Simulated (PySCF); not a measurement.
# Rb2: changing the method

Aim: see what other levels and later steps give for Rb2.

Method: method and basis as typed in the scripts; program: PySCF 2.14.0.

3 further runs of the same task are left out: 3 that didn't finish.

### Step 1. Starting geometry

Rb2: 2 atoms, charge 0, spin multiplicity 1.

No contacts short enough for the rule that draws bonds.

### Step 2. Base script

Input file input.py:

```python
from pyscf import gto, dft

mol = gto.M(
    atom='Rb 0 0 0; Rb 0 0 4.12',
    basis='def2-svpd',
    ecp={'Rb': 'def2-svpd'},
    charge=0,
    spin=0,
    verbose=4,
)
mf = dft.RKS(mol, xc='wb97')
mf.kernel()
mf.stability(internal=True, external=True)
mf.dip_moment()
print('orbital energies (hartree):', mf.mo_energy[..., max(0, mol.nelec[1]-3):mol.nelec[0]+3].round(4))
```

Started as:

```sh
$ python input.py
```

### Step 3. Scan

Run 1 changes functional: wb97 → scan.

Changes to input.py since step 2:

```diff
@@ -10,3 +10,3 @@
 )
-mf = dft.RKS(mol, xc='wb97')
+mf = dft.RKS(mol, xc='scan')
 mf.kernel()
```

### Step 4. Hse06

Run 2 changes functional: wb97 → hse06.

Changes to input.py since step 2:

```diff
@@ -10,3 +10,3 @@
 )
-mf = dft.RKS(mol, xc='wb97')
+mf = dft.RKS(mol, xc='hse06')
 mf.kernel()
```

### Step 5. Slater,

Run 3 changes functional: wb97 → slater,.

Changes to input.py since step 2:

```diff
@@ -10,3 +10,3 @@
 )
-mf = dft.RKS(mol, xc='wb97')
+mf = dft.RKS(mol, xc='slater,')
 mf.kernel()
```

### Step 6. R2scan

Run 4 changes functional: wb97 → r2scan.

Changes to input.py since step 2:

```diff
@@ -10,3 +10,3 @@
 )
-mf = dft.RKS(mol, xc='wb97')
+mf = dft.RKS(mol, xc='r2scan')
 mf.kernel()
```

Before running it: what results should come out? Wanted: for each run, E(SCF); from base; gap; after the SCF.

The runs gave:

```tsv
run	E(SCF) (hartree)	from base (eV)	cycles	gap (eV)	after the SCF
base	-48.175164	0	10	3.79	stable
scan	-48.204643	not comparable	9	1.05	unstable: RHF/RKS -> UHF/UKS
hse06	-48.178187	not comparable	7	1.09	stable
slater, (poor choice)	-47.077214	not comparable	8	0.85	unstable: RHF/RKS -> UHF/UKS
r2scan	-48.202226	not comparable	8	1.05	unstable: RHF/RKS -> UHF/UKS
```

**Reading.** A lower total energy from another functional means nothing by itself. Rows marked «poor choice» come from settings spoiled on purpose.
